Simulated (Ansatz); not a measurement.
# CH3AlFI: one species, many methods

Aim: compute CH3AlFI with functionals from several rungs and with coupled cluster, and see how far each lands from CCSD(T) at the basis-set limit for the atomisation energy.

Program: Ansatz 0.2.0, Gaussian basis. Level of theory: functionals in def2-TZVPP, the program's frozen cores in correlated methods. These are calculated values, not measurements.

Plan: LDA (SPW92), PBE-D4, revPBE-D4, BLYP-D4, r2SCAN-D4, B97M-V, PBE0-D4, B3LYP-D4, r2SCANh-D4, r2SCAN0-D4, HSE06-D4, BHLYP-D4, CAM-B3LYP-D4, LC-ωPBE, ωB97X-V, ωB97M-V, B2PLYP, PBE-QIDH; CCSD(T)/def2-SVP; CCSD(T)/def2-TZVPP; MP2/def2-QZVPP; extrapolation to the limit; RPA on PBE.

## Step 1: The geometry

All runs share one geometry, relaxed beforehand with PBE0-D4 in a triple-zeta def2 set. I takes the def2 core potential; no spin-orbit term is included.

SMILES `F[CH2][AlH][I]`, 7 atoms, charge 0, spin multiplicity 1.

Atoms are counted from 1 here; the program's logs count them from 0.

Bond lengths: F1–C2 1.390 Å, C2–Al3 1.978 Å, C2–H5 1.099 Å, C2–H6 1.099 Å, Al3–I4 2.463 Å, Al3–H7 1.580 Å. Angles: F1–C2–Al3 113.3°, F1–C2–H5 108.1°, F1–C2–H6 108.1°, Al3–C2–H5 110.6°, Al3–C2–H6 110.6°, H5–C2–H6 105.9°, C2–Al3–I4 119.5°, C2–Al3–H7 120.8°, I4–Al3–H7 119.7°.

## Step 2: LDA

This LDA is Slater exchange with PW92 correlation.

File in.yaml:

```yaml
crystal:
  periodic: [false, false, false]
  atoms:
    - {symbol: F, position_ang: [-0.745350, 1.552884, 0.715106]}
    - {symbol: C, position_ang: [0.157773, 0.498793, 0.791513]}
    - {symbol: Al, position_ang: [0.062559, -0.726004, -0.758301]}
    - {symbol: I, position_ang: [-1.567176, -0.289070, -2.553009]}
    - {symbol: H, position_ang: [-0.032202, -0.045671, 1.726669]}
    - {symbol: H, position_ang: [1.167250, 0.921186, 0.889120]}
    - {symbol: H, position_ang: [1.018247, -1.980017, -0.856998]}
basis:
  gaussian: {orbitals: def2-TZVPP}
hamiltonian: {xc: lda}
output: {orbitals: {seedname: orbitals}}
```

Launch:

```console
$ ansatz run in.yaml --threads 2 --pin off --events-out ev --progress --plain --max-ram 4352MiB
```

The runs that follow: PBE-D4 (GGA); revPBE-D4 (GGA); BLYP-D4 (GGA); r2SCAN-D4 (meta-GGA); B97M-V (meta-GGA); B3LYP-D4 (hybrid); r2SCANh-D4 (hybrid); r2SCAN0-D4 (hybrid); HSE06-D4 (hybrid); BHLYP-D4 (hybrid); CAM-B3LYP-D4 (range-separated); LC-ωPBE (range-separated); ωB97X-V (range-separated); ωB97M-V (range-separated); B2PLYP (double hybrid); PBE-QIDH (double hybrid); CCSD(T) in def2-SVP; CCSD(T) in def2-TZVPP; MP2 in def2-QZVPP; RPA on PBE orbitals.

**Question.** What will the summary of the whole plan be? Wanted: atomisation energy, CCSD(T)/CBS; farthest beyond LDA; mean size of error, GGA; mean size of error, meta-GGA; mean size of error, hybrid; mean size of error, range-separated; mean size of error, double hybrid; gap, smallest and largest; T1 diagnostic.

As calculated:

| quantity | value |
| --- | --- |
| atomisation energy, CCSD(T)/CBS | 2192.6 kJ/mol |
| functionals within 21.9 kJ/mol (1.0 %) | r2SCAN-D4, B97M-V, PBE0-D4, r2SCANh-D4, HSE06-D4, CAM-B3LYP-D4, LC-ωPBE, ωB97X-V, ωB97M-V |
| farthest beyond LDA | BHLYP-D4 (-86.8 kJ/mol) |
| mean size of error, GGA | 30.5 kJ/mol |
| mean size of error, meta-GGA | 2.4 kJ/mol |
| mean size of error, hybrid | 33.9 kJ/mol |
| mean size of error, range-separated | 14.2 kJ/mol |
| mean size of error, double hybrid | 35.0 kJ/mol |
| gap, smallest and largest | 3.94 eV (LDA (SPW92)), 10.56 eV (LC-ωPBE) |
| T1 diagnostic | 0.0095 |
| triples share of the correlation energy | 2.7 % |

In words: LDA overbinds by 305.6 kJ/mol (14 %). PBE-D4 is off by +22.7 kJ/mol. Double hybrids carry the basis error of their MP2 part in triple zeta, and no dispersion term here, so their miss is partly the set-up's. The rungs meta-GGA, range-separated miss on average by less than the doubt on the reference (21.9 kJ/mol), so they tie. Misses under about 21.9 kJ/mol are within the doubt on the reference itself, which lacks core-valence correlation, spin-orbit coupling and higher excitations, and its outer-core shells are covered unevenly. All levels share the lack of spin-orbit coupling, which lowers the free heavy atoms and so the true binding. Hartree-Fock recovers 73 % of the binding; the rest is correlation. CCSD(T) in def2-SVP is off by -143.2 kJ/mol, which most functionals beat. The gap grows from 3.9 to 10.6 eV across the functionals, mostly with the share of exact exchange. Correlated methods include outer-core shells of I, which these sets cover unevenly.
